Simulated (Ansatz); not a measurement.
# ClGaH₃NO (built from SMILES [NH2][Ga]([OH])[Cl]): search for a transition state

Is there a first-order saddle for this 1,2-elimination, which should form O2–H4 and break Ga1–O2, N3–H4, and which two structures does it connect?

Computed with Ansatz 0.2.0, Gaussian basis. Level: PBE0-D4, def2-SVP first, then def2-TZVP.

114 further runs of the same task are left out: 114 set aside as unsound or not needed.

**1. The starting structure**

The guess: 7 atoms, charge 0, spin multiplicity 1.

Atoms are counted from 1 here; the program's logs count them from 0.

Bond lengths: Ga1–O2 2.028 Å, Ga1–N3 1.801 Å, Ga1–H4 1.962 Å, Ga1–Cl5 2.083 Å, O2–H4 1.179 Å, O2–H6 0.960 Å, N3–H7 1.018 Å. Angles: O2–Ga1–N3 79.5°, O2–Ga1–H4 34.3°, O2–Ga1–Cl5 114.4°, N3–Ga1–H4 45.3°, N3–Ga1–Cl5 164.1°, H4–Ga1–Cl5 148.6°, Ga1–O2–H4 69.8°, Ga1–O2–H6 166.3°, H4–O2–H6 119.6°, Ga1–N3–H7 118.6°, Ga1–H4–O2 75.9°.

As a file:

```xyz
7
ClGaH3NO
Ga   -0.3576    0.7863    0.4272
O     0.0667   -1.1965    0.4122
N     0.2370    0.5909   -1.2617
H     0.3929   -0.7023   -0.6075
Cl   -1.3444    1.4418    2.1411
H     0.0569   -2.1531    0.4936
H     0.9485    1.2329   -1.6049
```

Distances that are to change: O2–H4 1.18 Å, Ga1–O2 2.03 Å, N3–H4 1.46 Å.

**2. Constrained relaxation of the guess**

File hold/in.yaml:

```yaml
crystal:
  periodic: [false, false, false]
  atoms:
    - {symbol: Ga, position_ang: [-0.357600, 0.786300, 0.427200]}
    - {symbol: O, position_ang: [0.066700, -1.196500, 0.412200]}
    - {symbol: N, position_ang: [0.237000, 0.590900, -1.261700]}
    - {symbol: H, position_ang: [0.392900, -0.702300, -0.607500]}
    - {symbol: Cl, position_ang: [-1.344400, 1.441800, 2.141100]}
    - {symbol: H, position_ang: [0.056900, -2.153100, 0.493600]}
    - {symbol: H, position_ang: [0.948500, 1.232900, -1.604900]}
basis:
  gaussian: {orbitals: def2-SVP}
hamiltonian: {xc: pbe0, dispersion: d4}
relax: {f_tol: 0.04, max_steps: 150, escape_saddle: false, constraints: [{distance: [1, 3]}, {distance: [0, 1]}, {distance: [2, 3]}]}
```

Command:

```sh
$ ansatz run in.yaml --threads 4 --pin off --events-out ev --progress --plain --max-ram 9574MiB
```

The program printed, shortened:

```text
Functional definition: PBE0
  name "PBE0"
  cite "Adamo & Barone, J. Chem. Phys. 110, 6158 (1999) doi:10.1063/1.478522"
  cite "Perdew, Burke & Ernzerhof, Phys. Rev. Lett. 77, 3865 (1996) doi:10.1103/PhysRevLett.77.3865"
  parent pbe
[...]
973 factors; integrals over basis functions are off by at most 2.3e-4 eV
[...]
mean field -68458.52149621 eV, -2515.8042621331 hartree, gradient 6.9e-5 eV, S^2 0.000000; 0 other end points of the search recorded, 0 dependent functions left out
[...]
reference -68458.52152264 eV, -2515.8042631046 hartree; 33, 33 occupied and 60, 60 virtual orbitals, 973 factors
relax step   1: F+E_penalty+E_count = -68458.64298782 eV  Δ(F+E_penalty+E_count) = +0.000e0 eV  max|allowed force component| = 1.138e0 eV/Å  Δτ_max = 0.0000 Å  (28 SCF iters, accepted)
[...]
relax step   3: F+E_penalty+E_count = -68458.76401065 eV  Δ(F+E_penalty+E_count) = -4.872e-2 eV  max|allowed force component| = 4.808e-1 eV/Å  Δτ_max = 0.1141 Å  (31 SCF iters, accepted)
[...]
relax step   5: F+E_penalty+E_count = -68458.86291138 eV  Δ(F+E_penalty+E_count) = -7.523e-2 eV  max|allowed force component| = 6.242e-1 eV/Å  Δτ_max = 0.2000 Å  (31 SCF iters, accepted)
[...]
relax step   7: F+E_penalty+E_count = -68458.89384108 eV  Δ(F+E_penalty+E_count) = -4.703e-3 eV  max|allowed force component| = 1.655e-1 eV/Å  Δτ_max = 0.0561 Å  (31 SCF iters, accepted)
[...]
relax step   8: F+E_penalty+E_count = -68458.89688837 eV  Δ(F+E_penalty+E_count) = -3.047e-3 eV  max|allowed force component| = 8.943e-2 eV/Å  Δτ_max = 0.0382 Å  (32 SCF iters, accepted)
[...]
relax step   9: F+E_penalty+E_count = -68458.89749578 eV  Δ(F+E_penalty+E_count) = -6.074e-4 eV  max|allowed force component| = 2.770e-2 eV/Å  Δτ_max = 0.0194 Å  (33 SCF iters, accepted)
  distance O 1 - H 3 held at 1.179164 Å   reaction = +5.8789e-1 eV/Å
  distance Ga 0 - O 1 held at 2.027745 Å   reaction = +2.6905e-1 eV/Å
  distance N 2 - H 3 held at 1.457617 Å   reaction = +6.5872e-1 eV/Å
973 factors; integrals over basis functions are off by at most 2.9e-4 eV
mean field -68458.77525232 eV, -2515.8135874982 hartree, gradient 1.2e-5 eV, S^2 0.000000; 1 other end points of the search recorded, 0 dependent functions left out
[...]
reference -68458.77527857 eV, -2515.8135884630 hartree; 33, 33 occupied and 60, 60 virtual orbitals, 973 factors
Total energy: -68458.89752204 eV, -2515.8180808275 hartree
Atom 0 at    -0.307675     0.713919     0.444946 Å, force     0.084806    -0.264999    -0.002583 eV/Å
Atom 1 at     0.312891    -1.216007     0.490073 Å, force     0.065372     0.470939    -0.523383 eV/Å
Atom 2 at     0.405006     0.554272    -1.141170 Å, force     0.074152    -0.598575     0.290478 eV/Å
Atom 3 at     0.615227    -0.764205    -0.556299 Å, force    -0.239018     0.364653     0.266386 eV/Å
Atom 4 at    -1.374280     1.357341     2.160686 Å, force     0.002925     0.000482    -0.002342 eV/Å
Atom 5 at    -0.336889    -1.923090     0.394749 Å, force    -0.000124     0.004682    -0.000851 eV/Å
Atom 6 at     0.685720     1.277769    -1.792985 Å, force     0.011887     0.022818    -0.027705 eV/Å
Dipole moment:    -0.160186    -0.128631    -0.047509 e Å
```

Wall time 2.1 min (4 threads of Intel Xeon at 2.50GHz, shared host).

Along the way:

```tsv
step	energy from step 1 (eV)	largest force component (eV/Å)
1	0.0000	1.1383
2	-0.0723	0.3770
3	-0.1210	0.4808
4	-0.1447	1.3314
5	-0.2199	0.6242
6	-0.2461	0.2201
7	-0.2509	0.1655
8	-0.2539	0.0894
9	-0.2545	0.0277
```

Close pairs (by a distance rule), those that changed most:

```tsv
bond	before (Å)	after (Å)	change (Å)
Ga1–N3	1.801	1.746	-0.055
Ga1–H4	1.962	2.010	+0.048
Ga1–Cl5	2.083	2.120	+0.037
O2–H6	0.960	0.965	+0.005
N3–H7	1.018	1.013	-0.004
O2–H4	1.179	1.179	-0.000
Ga1–O2	2.028	2.028	+0.000
```

**3. Force constants to start from**

File hessian/in.yaml:

```yaml
crystal:
  periodic: [false, false, false]
  atoms:
    - {symbol: Ga, position_ang: [-0.307675, 0.713919, 0.444946]}
    - {symbol: O, position_ang: [0.312891, -1.216007, 0.490073]}
    - {symbol: N, position_ang: [0.405006, 0.554272, -1.141170]}
    - {symbol: H, position_ang: [0.615227, -0.764205, -0.556299]}
    - {symbol: Cl, position_ang: [-1.374280, 1.357341, 2.160686]}
    - {symbol: H, position_ang: [-0.336889, -1.923090, 0.394749]}
    - {symbol: H, position_ang: [0.685720, 1.277769, -1.792985]}
basis:
  gaussian: {orbitals: def2-SVP}
hamiltonian: {xc: pbe0, dispersion: d4}
phonons: {}
scf: {lower_state_search: off}
```

Command:

```sh
$ ansatz run in.yaml --threads 4 --pin off --events-out ev --progress --plain --max-ram 9574MiB
```

The program printed, shortened:

```text
[... 5 set-up lines as earlier in the session ...]
[...]
969 factors; integrals over basis functions are off by at most 3.1e-4 eV
[...]
mean field -68458.77524702 eV, -2515.8135873036 hartree, gradient 8.5e-6 eV, S^2 0.000000; 0 other end points of the search recorded, 0 dependent functions left out
[...]
reference -68458.77527325 eV, -2515.8135882675 hartree; 33, 33 occupied and 60, 60 virtual orbitals, 969 factors
[... from here to the last solve, the lines of the solves are left out (41 solves) ...]
969 factors; integrals over basis functions are off by at most 3.1e-4 eV
mean field -68458.77526129 eV, -2515.8135878278 hartree, gradient 1.9e-6 eV, S^2 0.000000; 0 other end points of the search recorded, 0 dependent functions left out
[...]
WARN: phonons: modes at or below zero, which the zero-point energy, F, S and C_V leave out: 1, the lowest at -1245.08 cm⁻¹. A minimum has none, and a first-order saddle one
[...]
Total energy: -68458.89751672 eV, -2515.8180806321 hartree
Atom 0 at    -0.307675     0.713919     0.444946 Å, force     0.084863    -0.265057    -0.002633 eV/Å
Atom 1 at     0.312891    -1.216007     0.490073 Å, force     0.065330     0.470932    -0.523369 eV/Å
Atom 2 at     0.405006     0.554272    -1.141170 Å, force     0.074150    -0.598539     0.290465 eV/Å
Atom 3 at     0.615227    -0.764205    -0.556299 Å, force    -0.239016     0.364645     0.266379 eV/Å
Atom 4 at    -1.374280     1.357341     2.160686 Å, force     0.002889     0.000507    -0.002295 eV/Å
Atom 5 at    -0.336889    -1.923090     0.394749 Å, force    -0.000095     0.004710    -0.000853 eV/Å
Atom 6 at     0.685720     1.277769    -1.792985 Å, force     0.011879     0.022803    -0.027695 eV/Å
Dipole moment:    -0.160186    -0.128631    -0.047508 e Å
Vibrations: -1245.08 133.11 153.95 319.44 360.23 432.23 520.33 637.51 723.71 873.20 909.82 1380.41 1870.78 3672.57 3879.70 cm⁻¹, zero-point energy 0.983628 eV
Checks for a lower state left out: stability, starts, cluster_reference, orbital_swaps, neighbouring_geometries, increment
```

It took 4.7 min on 4 threads of Intel Xeon at 2.50GHz, shared host.

The structure is not stationary yet, so these wavenumbers are no spectrum; the search needs only the force constants.

**4. Saddle search in the small basis**

The search itself is an outer loop (partitioned rational-function steps, Bofill update of the Hessian). Each step is one single-point run with forces. It stops when the largest force is under 0.04 eV/Å and the followed curvature is negative. The first step's input:

File presaddle/in.yaml:

```yaml
crystal:
  periodic: [false, false, false]
  atoms:
    - {symbol: Ga, position_ang: [-0.307675, 0.713919, 0.444946]}
    - {symbol: O, position_ang: [0.312891, -1.216007, 0.490073]}
    - {symbol: N, position_ang: [0.405006, 0.554272, -1.141170]}
    - {symbol: H, position_ang: [0.615227, -0.764205, -0.556299]}
    - {symbol: Cl, position_ang: [-1.374280, 1.357341, 2.160686]}
    - {symbol: H, position_ang: [-0.336889, -1.923090, 0.394749]}
    - {symbol: H, position_ang: [0.685720, 1.277769, -1.792985]}
basis:
  gaussian: {orbitals: def2-SVP}
hamiltonian: {xc: pbe0, dispersion: d4}
output: {forces: true}
scf: {lower_state_search: off}
```

Command:

```sh
$ ansatz run in.yaml --threads 4 --pin off --events-out ev --progress --plain --max-ram 9574MiB
```

Step by step:

```tsv
step	energy (eV)	largest force (eV/Å)	followed curvature (eV/Å²)
1	-68458.89746	0.5985	-8.67
2	-68458.91599	0.1645	-7.67
3	-68458.91563	0.0408	-6.05
4	-68458.91566	0.0262	-5.72
```

The 4 steps took 28 s in all (4 threads of Intel Xeon at 2.50GHz, shared host).

**5. Saddle search in triple zeta**

The search itself is an outer loop (partitioned rational-function steps, Bofill update of the Hessian). Each step is one single-point run with forces. It stops when the largest force is under 0.01 eV/Å and the followed curvature is negative. The first step's input:

File saddle/in.yaml:

```yaml
crystal:
  periodic: [false, false, false]
  atoms:
    - {symbol: Ga, position_ang: [-0.307104, 0.727776, 0.433246]}
    - {symbol: O, position_ang: [0.310022, -1.200619, 0.478917]}
    - {symbol: N, position_ang: [0.442447, 0.542404, -1.131156]}
    - {symbol: H, position_ang: [0.603572, -0.778523, -0.507818]}
    - {symbol: Cl, position_ang: [-1.368382, 1.344092, 2.163467]}
    - {symbol: H, position_ang: [-0.335035, -1.909075, 0.366631]}
    - {symbol: H, position_ang: [0.654479, 1.273945, -1.803286]}
basis:
  gaussian: {orbitals: def2-TZVP}
hamiltonian: {xc: pbe0, dispersion: d4}
output: {forces: true}
scf: {lower_state_search: off}
```

Command:

```sh
$ ansatz run in.yaml --threads 4 --pin off --events-out ev --progress --plain --max-ram 9574MiB
```

Step by step:

```tsv
step	energy (eV)	largest force (eV/Å)	followed curvature (eV/Å²)
1	-68474.32183	0.3419	-5.72
2	-68474.32720	0.0756	-5.62
3	-68474.32739	0.0064	-5.86
```

The 3 steps took 30 s in all (4 threads of Intel Xeon at 2.50GHz, shared host).

Geometry at the end of the search:

```xyz
7
charge 0, multiplicity 1
Ga   -0.3112    0.7261    0.4318
O     0.3054   -1.1953    0.4723
N     0.4133    0.5371   -1.1492
H     0.5909   -0.7686   -0.5236
Cl   -1.3596    1.3391    2.1506
H    -0.3220   -1.9190    0.3936
H     0.6832    1.2807   -1.7755
```

Followed mode, largest move set to 1: H4 (-0.10, -0.80, 0.59); Ga1 (0.03, 0.37, -0.22); H7 (-0.12, 0.35, -0.05); N3 (0.05, 0.23, -0.13).

**6. Checking the order of the point**

File vib/in.yaml:

```yaml
crystal:
  periodic: [false, false, false]
  atoms:
    - {symbol: Ga, position_ang: [-0.311229, 0.726080, 0.431769]}
    - {symbol: O, position_ang: [0.305419, -1.195349, 0.472262]}
    - {symbol: N, position_ang: [0.413290, 0.537097, -1.149151]}
    - {symbol: H, position_ang: [0.590923, -0.768632, -0.523598]}
    - {symbol: Cl, position_ang: [-1.359551, 1.339111, 2.150560]}
    - {symbol: H, position_ang: [-0.322035, -1.918990, 0.393616]}
    - {symbol: H, position_ang: [0.683183, 1.280683, -1.775458]}
basis:
  gaussian: {orbitals: def2-TZVP}
hamiltonian: {xc: pbe0, dispersion: d4}
phonons: {temperatures: {t_min: 298.15, t_max: 900, t_step: 200}}
```

Command:

```sh
$ ansatz run in.yaml --threads 4 --pin off --events-out ev --progress --plain --max-ram 9574MiB
```

The program printed, shortened:

```text
[... 5 set-up lines as earlier in the session ...]
[...]
1119 factors; their error is unknown
[...]
mean field -68474.20460335 eV, -2516.3806056903 hartree, gradient 4.6e-5 eV, S^2 0.000000; 0 other end points of the search recorded, 0 dependent functions left out
[...]
reference -68474.20463062 eV, -2516.3806066923 hartree; 33, 33 occupied and 132, 132 virtual orbitals, 1119 factors
[... from here to the last solve, the lines of the solves are left out (41 solves) ...]
1119 factors; their error is unknown
mean field -68474.20454219 eV, -2516.3806034428 hartree, gradient 2.4e-6 eV, S^2 0.000000; 0 other end points of the search recorded, 0 dependent functions left out
[...]
reference -68474.20456946 eV, -2516.3806044447 hartree; 33, 33 occupied and 132, 132 virtual orbitals, 1119 factors
WARN: phonons: modes at or below zero, which the zero-point energy, F, S and C_V leave out: 1, the lowest at -838.00 cm⁻¹. A minimum has none, and a first-order saddle one
Total energy: -68474.32739359 eV, -2516.3851181483 hartree
Atom 0 at    -0.311229     0.726080     0.431769 Å, force     0.000851     0.000801    -0.000983 eV/Å
Atom 1 at     0.305419    -1.195349     0.472262 Å, force    -0.000270    -0.000122     0.003406 eV/Å
Atom 2 at     0.413290     0.537097    -1.149151 Å, force    -0.002022    -0.001611    -0.006375 eV/Å
Atom 3 at     0.590923    -0.768632    -0.523598 Å, force     0.005399     0.003032    -0.003866 eV/Å
Atom 4 at    -1.359551     1.339111     2.150560 Å, force    -0.000330     0.000789     0.000961 eV/Å
Atom 5 at    -0.322035    -1.918990     0.393616 Å, force    -0.003839    -0.005078     0.002647 eV/Å
Atom 6 at     0.683183     1.280683    -1.775458 Å, force     0.000210     0.002189     0.004211 eV/Å
Dipole moment:    -0.190607    -0.136042     0.039175 e Å
Vibrations: -838.00 129.40 145.27 314.12 357.59 428.37 514.11 673.92 726.47 873.78 1013.87 1368.03 1972.94 3637.31 3877.88 cm⁻¹, zero-point energy 0.993923 eV
```

Wall time 5.7 min (4 threads of Intel Xeon at 2.50GHz, shared host).

Wavenumbers and character of the modes:

```tsv
mode	wavenumber (cm⁻¹)	character
1	838i	changes O2–H4, N3–H4
2	129	torsion
3	145	bend
4	314	torsion
5	358	bend with Ga–O stretch
6	428	Ga–Cl stretch
7	514	bend with torsion
8	674	bend with torsion
9	726	bend
10	874	Ga–N stretch
11	1014	bend
12	1368	bend
13	1973	bend with O–H stretch
14	3637	N–H stretch
15	3878	O–H stretch
```

Vibrational sums (real modes only):

```tsv
T (K)	entropy (J/mol/K)	heat capacity (J/mol/K)
298	44.1	51.7
498	75.6	70.8
698	101.4	81.5
898	122.8	88.4
```

**7. Relaxing after a step of 0.30 Å one way along the mode**

File downa/in.yaml:

```yaml
crystal:
  periodic: [false, false, false]
  atoms:
    - {symbol: Ga, position_ang: [-0.301801, 0.837911, 0.365315]}
    - {symbol: O, position_ang: [0.326167, -1.209881, 0.436182]}
    - {symbol: N, position_ang: [0.428669, 0.605532, -1.188316]}
    - {symbol: H, position_ang: [0.561324, -1.007938, -0.345114]}
    - {symbol: Cl, position_ang: [-1.351053, 1.315157, 2.146802]}
    - {symbol: H, position_ang: [-0.310211, -1.927410, 0.376168]}
    - {symbol: H, position_ang: [0.646906, 1.386629, -1.791039]}
basis:
  gaussian: {orbitals: def2-TZVP}
hamiltonian: {xc: pbe0, dispersion: d4}
relax: {f_tol: 0.005, max_steps: 200}
```

Command:

```sh
$ ansatz run in.yaml --threads 4 --pin off --events-out ev --progress --plain --max-ram 9574MiB
```

The program printed, shortened:

```text
[... 5 set-up lines as earlier in the session ...]
[...]
1119 factors; their error is unknown
[...]
mean field -68473.50221362 eV, -2516.3547933439 hartree, gradient 3.5e-5 eV, S^2 0.000000; 0 other end points of the search recorded, 0 dependent functions left out
[...]
reference -68473.50224068 eV, -2516.3547943382 hartree; 33, 33 occupied and 132, 132 virtual orbitals, 1119 factors
relax step   1: F+E_penalty+E_count = -68473.62454161 eV  Δ(F+E_penalty+E_count) = +0.000e0 eV  max|allowed force component| = 1.030e1 eV/Å  Δτ_max = 0.0000 Å  (31 SCF iters, accepted)
[...]
reference -68474.27837053 eV, -2516.3833165840 hartree; 33, 33 occupied and 132, 132 virtual orbitals, 1119 factors
Total energy: -68474.40106720 eV, -2516.3878256037 hartree
Atom 0 at    -0.270150     0.812460     0.311528 Å, force    -0.001755    -0.000171     0.003162 eV/Å
Atom 1 at     0.277519    -1.218369     0.516805 Å, force    -0.000262    -0.000049     0.000787 eV/Å
Atom 2 at     0.504506     0.663910    -1.236060 Å, force     0.000087     0.001116    -0.000312 eV/Å
Atom 3 at     0.626935    -1.096399    -0.400446 Å, force     0.000332    -0.001122    -0.000927 eV/Å
Atom 4 at    -1.331824     1.240418     2.090346 Å, force     0.000349     0.000504    -0.000616 eV/Å
Atom 5 at    -0.386174    -1.914604     0.505995 Å, force     0.000496    -0.000155    -0.000496 eV/Å
Atom 6 at     0.579188     1.512585    -1.788170 Å, force     0.000753    -0.000123    -0.001599 eV/Å
Dipole moment:    -0.218977    -0.377437     0.106355 e Å
```

Run time: 87 s. Hardware: 4 threads of Intel Xeon at 2.50GHz, shared host.

Along the way: (the energy doesn't fall at every step)

```tsv
step	energy from step 1 (eV)	largest force component (eV/Å)
1	0.0000	10.3017
2	-0.7440	0.8400
3	-0.7308	0.9346
4	-0.7735	0.1867
5	-0.7758	0.0864
6	-0.7759	0.0797
7	-0.7761	0.0732
8	-0.7765	0.0101
9	-0.7765	0.0089
10	-0.7765	0.0088
11	-0.7765	0.0051
12	-0.7765	0.0032
```

Close pairs (by a distance rule), those that changed most:

```tsv
bond	before (Å)	after (Å)	change (Å)
O2–H4	0.841	0.989	+0.149
Ga1–O2	2.143	2.113	-0.030
Ga1–Cl5	2.122	2.115	-0.007
N3–H7	1.010	1.015	+0.005
Ga1–N3	1.732	1.737	+0.005
O2–H6	0.961	0.962	+0.001
```

**8. Relaxing after a step of 0.30 Å the other way along the mode**

File downb/in.yaml:

```yaml
crystal:
  periodic: [false, false, false]
  atoms:
    - {symbol: Ga, position_ang: [-0.320656, 0.614248, 0.498224]}
    - {symbol: O, position_ang: [0.284672, -1.180817, 0.508342]}
    - {symbol: N, position_ang: [0.397910, 0.468662, -1.109987]}
    - {symbol: H, position_ang: [0.620523, -0.529326, -0.702083]}
    - {symbol: Cl, position_ang: [-1.368049, 1.363066, 2.154318]}
    - {symbol: H, position_ang: [-0.333858, -1.910569, 0.411064]}
    - {symbol: H, position_ang: [0.719459, 1.174738, -1.759878]}
basis:
  gaussian: {orbitals: def2-TZVP}
hamiltonian: {xc: pbe0, dispersion: d4}
relax: {f_tol: 0.005, max_steps: 200}
```

Command:

```sh
$ ansatz run in.yaml --threads 4 --pin off --events-out ev --progress --plain --max-ram 9574MiB
```

The program printed, shortened:

```text
[... 5 set-up lines as earlier in the session ...]
[...]
1119 factors; their error is unknown
[...]
mean field -68474.67693086 eV, -2516.3979634062 hartree, gradient 5.6e-5 eV, S^2 0.000000; 0 other end points of the search recorded, 0 dependent functions left out
[...]
reference -68474.67695818 eV, -2516.3979644101 hartree; 33, 33 occupied and 132, 132 virtual orbitals, 1119 factors
relax step   1: F+E_penalty+E_count = -68474.79858584 eV  Δ(F+E_penalty+E_count) = +0.000e0 eV  max|allowed force component| = 1.933e0 eV/Å  Δτ_max = 0.0000 Å  (30 SCF iters, accepted)
[...]
reference -68476.72085644 eV, -2516.4730762856 hartree; 33, 33 occupied and 132, 132 virtual orbitals, 1119 factors
Total energy: -68476.84394010 eV, -2516.4775995268 hartree
Atom 0 at    -0.207901     0.008729     0.343818 Å, force     0.002105    -0.001163    -0.003321 eV/Å
Atom 1 at    -0.121776    -1.718491     0.736691 Å, force     0.000196    -0.000055    -0.000296 eV/Å
Atom 2 at     0.452278     0.631848    -1.206131 Å, force    -0.001907     0.003424     0.002850 eV/Å
Atom 3 at     1.057664     0.072247    -1.782010 Å, force     0.000777    -0.000713    -0.000445 eV/Å
Atom 4 at    -1.196053     1.325723     1.709343 Å, force    -0.000185     0.000907     0.000097 eV/Å
Atom 5 at    -0.545385    -1.937437     1.569430 Å, force    -0.000350     0.000611     0.000238 eV/Å
Atom 6 at     0.561173     1.617383    -1.371140 Å, force    -0.000636    -0.003010     0.000877 eV/Å
Dipole moment:     0.200390     0.032028    -0.161006 e Å
```

Wall time 1.7 min (4 threads of Intel Xeon at 2.50GHz, shared host).

The steps of the relaxation:

```tsv
step	energy from step 1 (eV)	largest force component (eV/Å)
1	0.0000	1.9329
2	-0.3180	1.9893
3	-0.9320	1.8146
4	-1.2751	2.6428
5	-1.6097	0.9411
6	-1.7877	0.5760
7	-1.9041	0.5150
8	-1.9410	0.3352
9	-1.9579	1.5102
10	-2.0430	0.1135
11	-2.0449	0.0293
12	-2.0452	0.0120
13	-2.0453	0.0241
14	-2.0453	0.0034
```

Close pairs (by a distance rule), those that changed most:

```tsv
bond	before (Å)	after (Å)	change (Å)
Ga1–H4	1.906	2.475	+0.568
Ga1–O2	1.894	1.773	-0.121
N3–H4	1.101	1.006	-0.095
Ga1–Cl5	2.098	2.139	+0.041
Ga1–N3	1.767	1.796	+0.029
N3–H7	1.012	1.005	-0.007
O2–H6	0.962	0.960	-0.002
```

**9. The three structures**

```tsv
pair	start side (Å)	saddle (Å)	end side (Å)
O2–H4	3.308	1.120	0.989
Ga1–O2	1.773	2.018	2.113
N3–H4	1.006	1.459	1.952
```

**10. Results**

| quantity | value |
| --- | --- |
| imaginary mode | 838i cm⁻¹ |
| barrier from the start side | 242.8 kJ/mol |
| barrier from the end side | 7.1 kJ/mol |
| energy of the step | +235.7 kJ/mol |
| pairs that change | O2–H4 formed, Ga1–O2 loosened, N3–H4 broken |
| zero-point energy at the saddle | 0.994 eV |

In words: One imaginary mode, 838i cm⁻¹, makes this a first-order saddle. It joins the planned start and end. A bond meant to break is only loosened at the end: the products stay bound as an adduct. At PBE0-D4/def2-TZVP the electronic barrier is 242.8 kJ/mol, about 98 kT at 298 K, and the step runs 235.7 kJ/mol uphill. A step off the saddle overshot and began above it in energy, so the link to its end is likely but not proven. Lower complexes than these ends may exist.
